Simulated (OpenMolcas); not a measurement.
# Mo³⁺: CASSCF and CASPT2 terms and fine-structure levels

Aim: the low terms and levels of Mo³⁺, with their order and spacing, then second-order correlation under several settings.

The numbers are computed with OpenMolcas 26.06 (state-averaged CASSCF and CASPT2, spin-orbit coupling by RASSI with atomic mean-field integrals), except any that are marked as measured or tabulated.

### Step 1. Starting point

| Item | Value |
| --- | --- |
| Species | Mo³⁺ (molybdenum, Z = 42, 39 electrons) |
| Basis | ANO-R1 [6s4p3d1f], 40 functions |
| Scalar Hamiltonian | X2C, finite nucleus |
| Inactive shells | 1s 2s 2p 3s 3p 3d 4s 4p |
| Active space | 3 electrons in 5 orbitals (4d) |
| Some configurations of this space | 4d3 |
| Orbitals | optimised for each spin and parity, averaged over all roots |

The outer shells:

4d3
```
4d [↑ ][↑ ][↑ ][  ][  ]
```

The work runs as a chain of OpenMolcas steps in one folder; each step below is one input file. Labels, J, g values, rates, χT and fits are worked out afterwards by a script from the matrices that RASSI stores.

### Step 2. One- and two-electron integrals

Contents of a.inp:

```
&GATEWAY
Coord
1

Mo 0.0 0.0 0.0
Basis=ANO-R1
Group=XYZ
NoMove
AngMom=0.0 0.0 0.0
AMFI
&SEWARD
```

Started as:

```console
$ OMP_NUM_THREADS=1 MOLCAS_MEM=1689 MOLCAS_PROJECT=a pymolcas a.inp > a.log
```

Log:

```text
Basis set label: MO.ANO-R...6S4P3D1F.

      Electronic valence basis set:
      ------------------
      Associated Effective Charge  42.000000 au
      Associated Actual Charge     42.000000 au
      Nuclear Model: Finite nucleus - Gaussian distribution
        Gaussian exponent, Xi/bohr**(-2):  2.14585E+08

      Shell  nPrim  nBasis  Cartesian Spherical Contaminant
         s      23       6        X
         p      16       4        X
         d      12       3                 X
         f       6       1                 X
                  Relativistic X2C integrals
                  Atomic mean-field integrals
```

### Step 3. CASSCF: quartets of even parity, 10 roots

Contents of a.inp:

```
&RASSCF
FileOrb=start.orb
Symmetry=1
Spin=4
nActEl=3 0 0
Inactive=9 9
Ras2=5 0
CIRoot=10 10 1
SDav=10
CIMx=300
Iter=120 100
PrWF=0.3
OrbListing=Nothing
MaxOrb=0
Atom
>>> COPY $Project.JobIph JOB001
```

start.orb holds the contracted functions of the basis, ordered by shell, or the orbitals of the step before.

Log, shortened:

```text
[...]
      Number of active orbitals                  5
[...]
      Spin quantum number                      1.5
[...]
      Active orbitals                            5   0
[...]
      Number of CSFs                            10
      Number of root(s) required                10
[...]
      Convergence after  7 iterations
[...]
      Natural orbitals and occupation numbers for root  1
      sym 1:   1.000000   0.225761   0.774239   0.225761   0.774239
      Natural orbitals and occupation numbers for root  2
      sym 1:   0.981488   0.981488   1.000000   0.018512   0.018512
      Natural orbitals and occupation numbers for root  3
      sym 1:   0.249629   0.750371   0.249629   0.750371   1.000000
::    RASSCF root number  1 Total energy:  -4044.48010559
::    RASSCF root number  2 Total energy:  -4044.48010559
::    RASSCF root number  3 Total energy:  -4044.48010559
[...]
::    RASSCF root number  7 Total energy:  -4044.48010559
::    RASSCF root number  8 Total energy:  -4044.42451390
::    RASSCF root number  9 Total energy:  -4044.42451390
::    RASSCF root number 10 Total energy:  -4044.42451390
```

### Step 4. CASSCF: doublets of even parity, 40 roots

Contents of a.inp:

```
&RASSCF
FileOrb=start.orb
Symmetry=1
Spin=2
nActEl=3 0 0
Inactive=9 9
Ras2=5 0
CIRoot=40 40 1
SDav=40
CIMx=300
Iter=120 100
PrWF=0.3
OrbListing=Nothing
MaxOrb=0
Atom
>>> COPY $Project.JobIph JOB002
```

Log, shortened:

```text
[...]
      Number of active orbitals                  5
[...]
      Spin quantum number                      0.5
[...]
      Active orbitals                            5   0
[...]
      Number of CSFs                            40
      Number of root(s) required                40
[...]
      Convergence after  7 iterations
[...]
      Natural orbitals and occupation numbers for root  1
      sym 1:   0.708162   0.456748   0.604691   0.552906   0.677493
      Natural orbitals and occupation numbers for root  2
      sym 1:   0.686526   0.469187   0.699897   0.599706   0.544685
      Natural orbitals and occupation numbers for root  3
      sym 1:   0.484655   0.674774   0.698713   0.504282   0.637576
::    RASSCF root number  1 Total energy:  -4044.42070661
::    RASSCF root number  2 Total energy:  -4044.42070661
::    RASSCF root number  3 Total energy:  -4044.42070661
[...]
::    RASSCF root number 27 Total energy:  -4044.39497584
::    RASSCF root number 28 Total energy:  -4044.39497584
::    RASSCF root number 29 Total energy:  -4044.34723808
::    RASSCF root number 30 Total energy:  -4044.34723808
```

### Step 5. State interaction with spin-orbit coupling

Contents of a.inp:

```
&RASSI
NrOfJobIphs=2 10 40
1 2 3 4 5 6 7 8 9 10
1 2 3 4 5 6 7 8 9 10 11 12 13 14 15 16 17 18 19 20 21 22 23 24 25 26 27
28 29 30 31 32 33 34 35 36 37 38 39 40
IphNames
JOB001
JOB002
EJob
SpinOrbit
DIPRint=1.0
SOCoupling=1000.0
Subsets=2
MEES
Property=10
'ANGMOM' 1 'ANGMOM' 2 'ANGMOM' 3 'MLTPL  1' 1 'MLTPL  1' 2 'MLTPL  1' 3
'AMFI' 1 'AMFI' 2 'AMFI' 3 'MLTPL  2' 6
SOProperty=3
'ANGMOM' 1 'ANGMOM' 2 'ANGMOM' 3
```

Log:

```text
SPIN-FREE ENERGIES:
  (Shifted by EMIN (a.u.) =      -4044.4801055903)

 SF State       Relative EMIN(au)   Rel lowest level(eV)    D:o, cm**(-1)      L_eff

     1             0.0000000000        0.0000000000              0.0000         3.0
     2             0.0000000000        0.0000000000              0.0000         3.0
     3             0.0000000000        0.0000000000              0.0000         3.0
     4             0.0000000000        0.0000000000              0.0000         3.0
     5             0.0000000000        0.0000000000              0.0000         3.0
     6             0.0000000000        0.0000000000              0.0000         3.0
     7             0.0000000000        0.0000000000              0.0000         3.0
     8             0.0555916908        1.5127269696          12200.9658         1.0
     9             0.0555916908        1.5127269696          12200.9658         1.0
    10             0.0555916908        1.5127269696          12200.9658         1.0
    11             0.0593989803        1.6163285957          13036.5693         4.0
    12             0.0593989803        1.6163285957          13036.5693         4.0
    13             0.0593989803        1.6163285957          13036.5693         4.0
    14             0.0593989803        1.6163285957          13036.5693         4.0
    15             0.0593989803        1.6163285957          13036.5693         4.0
    16             0.0593989803        1.6163285957          13036.5693         4.0
    17             0.0593989803        1.6163285957          13036.5693         4.0
    18             0.0593989803        1.6163285957          13036.5693         4.0
    19             0.0593989803        1.6163285957          13036.5693         4.0
    20             0.0777661128        2.1161237315          17067.6889         4.6
    21             0.0777661128        2.1161237315          17067.6889         4.2
    22             0.0777661128        2.1161237315          17067.6889         4.1
    23             0.0777661128        2.1161237315          17067.6889         3.6
    24             0.0777661128        2.1161237315          17067.6889         4.7
    25             0.0777661128        2.1161237315          17067.6889         4.8
    26             0.0777661128        2.1161237315          17067.6889         4.8
    27             0.0777661128        2.1161237315          17067.6889         4.8
    28             0.0777661128        2.1161237315          17067.6889         3.9
    29             0.0777661128        2.1161237315          17067.6889         4.8
    30             0.0777661128        2.1161237315          17067.6889         4.8
    31             0.0777661128        2.1161237315          17067.6889         3.7
    32             0.0777661128        2.1161237315          17067.6889         4.4
    33             0.0777661128        2.1161237315          17067.6889         4.3
    34             0.0851297467        2.3164984184          18683.8198         2.0
    35             0.0851297467        2.3164984184          18683.8198         2.0
    36             0.0851297467        2.3164984184          18683.8198         2.0
    37             0.0851297467        2.3164984184          18683.8198         2.0
    38             0.0851297467        2.3164984184          18683.8198         2.0
    39             0.1328675102        3.6155091387          29161.0478         3.0
    40             0.1328675102        3.6155091387          29161.0478         3.0
Eigenvalues of complex Hamiltonian:
   -----------------------------------
  (Shifted by EMIN (a.u.) =      -4044.4801055903)

 SO State       Relative EMIN(au)   Rel lowest level(eV)    D:o, cm**(-1)     J-value

     1            -0.0080634476        0.0000000000              0.0000         1.2
     2            -0.0080634476        0.0000000000              0.0000         1.2
     3            -0.0080634476        0.0000000000              0.0000         1.2
     4            -0.0080634476        0.0000000000              0.0000         1.0
     5            -0.0046222123        0.0936407830            755.2638         1.4
     6            -0.0046222123        0.0936407830            755.2638         2.2
     7            -0.0046222123        0.0936407830            755.2638         1.4
     8            -0.0046222123        0.0936407830            755.2638         2.3
     9            -0.0046222123        0.0936407830            755.2638         2.3
    10            -0.0046222123        0.0936407830            755.2638         2.0
    11            -0.0001924167        0.2141816612           1727.4916         2.8
    12            -0.0001924167        0.2141816612           1727.4916         2.4
    13            -0.0001924167        0.2141816612           1727.4916         2.0
    14            -0.0001924167        0.2141816612           1727.4916         2.9
    15            -0.0001924167        0.2141816612           1727.4916         2.7
    16            -0.0001924167        0.2141816612           1727.4916         2.9
    17            -0.0001924167        0.2141816612           1727.4916         3.3
    18            -0.0001924167        0.2141816612           1727.4916         3.0
    19             0.0049458901        0.3540021133           2855.2196         2.4
    20             0.0049458901        0.3540021133           2855.2196         3.1
    21             0.0049458901        0.3540021133           2855.2196         4.1
    22             0.0049458901        0.3540021133           2855.2196         4.1
    23             0.0049458901        0.3540021133           2855.2196         4.1
    24             0.0049458901        0.3540021133           2855.2196         3.8
    25             0.0049458901        0.3540021133           2855.2196         2.9
    26             0.0049458901        0.3540021133           2855.2196         2.5
    27             0.0049458901        0.3540021133           2855.2196         4.2
    28             0.0049458901        0.3540021133           2855.2196         4.1
    29             0.0516289202        1.6243120759          13100.9604         0.4
    30             0.0516289202        1.6243120759          13100.9604         0.4
    31             0.0520519333        1.6358228507          13193.8011         0.9
    32             0.0520519333        1.6358228507          13193.8011         1.2
    33             0.0520519333        1.6358228507          13193.8011         1.1
    34             0.0520519333        1.6358228507          13193.8011         1.4
    35             0.0566636456        1.7613139337          14205.9549         2.9
    36             0.0566636456        1.7613139337          14205.9549         2.9
    37             0.0566636456        1.7613139337          14205.9549         2.7
    38             0.0566636456        1.7613139337          14205.9549         2.6
    39             0.0566636456        1.7613139337          14205.9549         2.8
    40             0.0566636456        1.7613139337          14205.9549         2.7
    41             0.0566636456        1.7613139337          14205.9549         2.8
Weights of the five most important spin-orbit-free states for each spin-orbit state.

 SO State  Total energy (au)           Spin-free states, spin, and weights
 -------------------------------------------------------------------------------------------------------
    1        -0.008063       6 1.5  0.2073    5 1.5  0.1946    3 1.5  0.1549    2 1.5  0.1238    4 1.5  0.1236
    2        -0.008063       3 1.5  0.2062    7 1.5  0.1622    6 1.5  0.1583    4 1.5  0.1571    2 1.5  0.1284
    3        -0.008063       1 1.5  0.2384    2 1.5  0.1600    7 1.5  0.1543    4 1.5  0.1454    5 1.5  0.1166
    4        -0.008063       1 1.5  0.1944    2 1.5  0.1550    7 1.5  0.1417    4 1.5  0.1411    5 1.5  0.1307
    5        -0.004622       7 1.5  0.2240    6 1.5  0.2220    2 1.5  0.1552    5 1.5  0.1218    4 1.5  0.1174
    6        -0.004622       3 1.5  0.2095    6 1.5  0.1708    1 1.5  0.1523    2 1.5  0.1483    4 1.5  0.1393
    7        -0.004622       6 1.5  0.2221    7 1.5  0.1908    2 1.5  0.1655    4 1.5  0.1332    5 1.5  0.1161
    8        -0.004622       1 1.5  0.1975    5 1.5  0.1724    2 1.5  0.1691    7 1.5  0.1530    3 1.5  0.1041
    9        -0.004622       4 1.5  0.2039    3 1.5  0.1902    5 1.5  0.1888    1 1.5  0.1532    7 1.5  0.1319
   10        -0.004622       1 1.5  0.2200    3 1.5  0.1565    4 1.5  0.1564    2 1.5  0.1498    5 1.5  0.1184
   11        -0.000192       3 1.5  0.2500    1 1.5  0.1972    7 1.5  0.1716    2 1.5  0.1521    4 1.5  0.1190
   12        -0.000192       7 1.5  0.3426    4 1.5  0.1432    3 1.5  0.1262    1 1.5  0.1177    6 1.5  0.0959
```

These steps took 8.7 s in all on 1 thread, shared host.

The roots that group into whole terms:

```csv
configuration,term,E (cm-1)
4d3,4F,0.0
4d3,4P,12201
4d3,2G,13037
4d3,2P,17068
4d3,2H,17068
4d3,2D(1),18684
4d3,2F,29161
4d3,2D(2),46106
```

Fine-structure levels, from the RASSI matrices grouped by J:

```json
{"Configuration": "4d3", "Term": "4F", "J": "3/2", "E (cm-1)": "0.0", "g": "0.402", "Leading %": "99"}
{"Configuration": "4d3", "Term": "4F", "J": "5/2", "E (cm-1)": "755", "g": "1.029", "Leading %": "100"}
{"Configuration": "4d3", "Term": "4F", "J": "7/2", "E (cm-1)": "1727", "g": "1.238", "Leading %": "100"}
{"Configuration": "4d3", "Term": "4F", "J": "9/2", "E (cm-1)": "2855", "g": "1.332", "Leading %": "99"}
{"Configuration": "4d3", "Term": "4P", "J": "1/2", "E (cm-1)": "13101", "g": "2.599", "Leading %": "96"}
{"Configuration": "4d3", "Term": "4P", "J": "3/2", "E (cm-1)": "13194", "g": "1.692", "Leading %": "91"}
{"Configuration": "4d3", "Term": "2G", "J": "7/2", "E (cm-1)": "14206", "g": "0.890", "Leading %": "100"}
{"Configuration": "4d3", "Term": "4P", "J": "5/2", "E (cm-1)": "14295", "g": "1.598", "Leading %": "99"}
{"Configuration": "4d3", "Term": "2G", "J": "9/2", "E (cm-1)": "14930", "g": "1.088", "Leading %": "87"}
{"Configuration": "4d3", "Term": "2P", "J": "3/2", "E (cm-1)": "18212", "g": "1.135", "Leading %": "49"}
{"Configuration": "4d3", "Term": "2P", "J": "1/2", "E (cm-1)": "18499", "g": "0.738", "Leading %": "96"}
{"Configuration": "4d3", "Term": "2H", "J": "9/2", "E (cm-1)": "18845", "g": "0.934", "Leading %": "88"}
{"Configuration": "4d3", "Term": "2H", "J": "11/2", "E (cm-1)": "19237", "g": "1.091", "Leading %": "100"}
{"Configuration": "4d3", "Term": "2D(1)", "J": "5/2", "E (cm-1)": "21005", "g": "1.202", "Leading %": "99"}
{"Configuration": "4d3", "Term": "2D(1)", "J": "3/2", "E (cm-1)": "21259", "g": "1.038", "Leading %": "56"}
{"Configuration": "4d3", "Term": "2F", "J": "7/2", "E (cm-1)": "30775", "g": "1.143", "Leading %": "100"}
{"Configuration": "4d3", "Term": "2F", "J": "5/2", "E (cm-1)": "31123", "g": "0.859", "Leading %": "99"}
{"Configuration": "4d3", "Term": "2D(2)", "J": "5/2", "E (cm-1)": "47814", "g": "1.199", "Leading %": "99"}
{"Configuration": "4d3", "Term": "2D(2)", "J": "3/2", "E (cm-1)": "48216", "g": "0.800", "Leading %": "100"}
```

Orbitals of the lowest block:

```csv
shell,space,energy (hartree),mean occupation,⟨r²⟩ (bohr²)
1s,inactive,-740.1811,2.000,0.00165
2s,inactive,-108.3925,2.000,0.0277
2p,inactive,-96.8239,6.000,0.0219
3s,inactive,-20.6758,2.000,0.208
3p,inactive,-16.7740,6.000,0.213
3d,inactive,-10.4144,10.000,0.206
4s,inactive,-4.1136,2.000,1.40
4p,inactive,-2.9436,6.000,1.70
4d,RAS2,,3.000,3.07
```

Transitions at CASSCF energies (vacuum wavelengths; branching counts decays inside the model space alone):

```csv
upper,lower,type,λ (nm),A (s-1),branching %
4d3 2D 3/2(2),4d3 2G 7/2,E2,294,1.67e+01,64.5
4d3 2D 5/2(2),4d3 2G 7/2,E2,297.5,1.32e+00,5.5
4d3 2D 5/2(2),4d3 4P 5/2,M1,298.3,1.57e+00,6.6
4d3 2D 5/2(2),4d3 2G 9/2,E2,304.1,1.18e+01,49.4
4d3 2D 3/2(2),4d3 2P 3/2,E2,333.3,2.71e+00,10.4
4d3 2D 3/2(2),4d3 2P 1/2,E2,336.5,1.87e+00,7.2
4d3 2D 5/2(2),4d3 2P 3/2,E2,337.8,7.50e-01,3.1
4d3 2D 5/2(2),4d3 2P 1/2,E2,341.1,7.28e-01,3.0
4d3 2D 5/2(2),4d3 2H 9/2,E2,345.2,1.38e+00,5.8
4d3 2D 3/2(2),4d3 2D 5/2(1),M1,367.5,8.66e-01,3.3
4d3 2D 5/2(2),4d3 2D 5/2(1),E2,373,7.00e-01,2.9
4d3 2D 5/2(2),4d3 2D 3/2(1),E2,376.6,1.67e+00,7.0
4d3 2D 3/2(1),4d3 4F 5/2,M1,487.7,8.35e-01,45.6
4d3 2D 5/2(1),4d3 4F 7/2,M1,518.7,1.21e+00,74.6
4d3 2P 3/2,4d3 4F 5/2,M1,572.9,6.36e-01,40.8
4d3 2D 3/2(2),4d3 2F 5/2,E2,585,7.03e-01,2.7
4d3 2D 5/2(2),4d3 2F 7/2,E2,586.9,6.99e-01,2.9
4d3 2D 5/2(2),4d3 2F 5/2,M1,599.1,6.92e-01,2.9
4d3 2G 7/2,4d3 4F 5/2,M1,743.5,2.91e-01,50.3
4d3 2G 9/2,4d3 4F 7/2,M1,757.4,2.78e-01,31.5
4d3 2G 7/2,4d3 4F 7/2,M1,801.4,2.75e-01,47.5
4d3 2G 9/2,4d3 4F 9/2,M1,828.2,5.99e-01,68.0
```

[end of part 1 of 2]
